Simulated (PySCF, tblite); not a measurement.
**C₆H₉ClO₂Si: geometry, infrared bands and NMR shifts**

Aim: predict the infrared bands and NMR shifts of C₆H₉ClO₂Si (`CO[SiH2]C(=O)C#CCCCl`).

Computed with tblite 0.8.0 and PySCF 2.14.0, with density-fitted response routines of our own, on a single molecule in the gas phase. Atoms are numbered from 0 throughout.

## (1) Starting geometry

19 atoms, charge 0, multiplicity 1; geometry from: force field or distance geometry start.

Bonds of the start (Å): C0–O1 1.41, O1–Si2 1.67, Si2–C3 1.87, C3–O4 1.23, C3–C5 1.44, C5–C6 1.21, C6–C7 1.48, C7–C8 1.52, C8–Cl9 1.77, C0–H10 1.10, C0–H11 1.09, C0–H12 1.10, Si2–H13 1.50, Si2–H14 1.47, C7–H15 1.09, C7–H16 1.10, C8–H17 1.09, C8–H18 1.10.

## (2) Optimising the geometry with GFN2-xTB

Job settings and geometry (Å):

```
{"job": {"kind": "relax", "xc": "GFN2-xTB", "basis": "xTB"}, "charge": 0, "multiplicity": 1}
C     -4.074200    -0.406600     0.887200
O     -3.280300    -1.271000     0.100600
Si    -2.128000    -0.598100    -0.906200
C     -0.914400     0.571200    -0.099100
O     -1.313000     1.545200     0.528000
C      0.486900     0.265000    -0.202800
C      1.669400     0.036900    -0.283500
C      3.117700    -0.235600    -0.365100
C      3.917700     0.774100     0.432900
Cl     5.651300     0.432100     0.317100
H     -4.822900    -1.013700     1.420200
H     -3.487600     0.124600     1.637400
H     -4.633100     0.310500     0.269000
H     -2.879100     0.104200    -1.994100
H     -1.436900    -1.709200    -1.586000
H      3.417000    -0.216000    -1.409100
H      3.312600    -1.249200     0.005300
H      3.747000     1.788900     0.061200
H      3.639900     0.756100     1.498000
```

Started as:

```sh
$ OMP_NUM_THREADS=1 python probes_run.py task.json out
```

This one command runs all jobs of the session in turn.

**Question.** This job is followed by: GFN2-xTB harmonic vibrations, gas phase; GIAO PBE0/pcSseg-1 NMR shielding, non-relativistic, gas phase. What will the session give for the following? strongest single infrared mode (GFN2-xTB); zero-point energy (GFN2-xTB); 13C shifts against TMS (PBE0/pcSseg-1); 1H shifts against TMS (PBE0/pcSseg-1, means over atoms taken as alike); 17O shifts against H2O (PBE0/pcSseg-1); 29Si shifts against TMS (PBE0/pcSseg-1); 35Cl shifts against HCl (PBE0/pcSseg-1).

As calculated:

| quantity | value |
| --- | --- |
| strongest single infrared mode (GFN2-xTB) | 790 cm⁻¹, 293 km/mol |
| zero-point energy (GFN2-xTB) | 82.5 kcal/mol |
| 13C shifts against TMS (PBE0/pcSseg-1) | 231.2, 110.4, 87.7, 53.6, 47.9, 26.7 ppm |
| 1H shifts against TMS (PBE0/pcSseg-1, means over atoms taken as alike) | 4.84, 4.08, 3.64, 2.94 ppm |
| 17O shifts against H2O (PBE0/pcSseg-1) | 883.5, -4.6 ppm |
| 29Si shifts against TMS (PBE0/pcSseg-1) | -50.7 ppm |
| 35Cl shifts against HCl (PBE0/pcSseg-1) | 104 ppm |

**Reading.** Over 90 steps the energy fell by 0.295 eV; of the close pairs, Si2–C3 changed most, 1.869 to 1.939 Å. All 51 modes are real, so the xTB geometry is a minimum. The strongest single mode, at 790 cm⁻¹, moves mainly Si2, O1 and C0. Unscaled tight-binding wavenumbers are off by several per cent, some by more. Its intensities can rank the bands wrongly. At PBE0/pcSseg-1: The widest tensor belongs to O4: span 1939 ppm, with a paramagnetic part of -952 ppm.
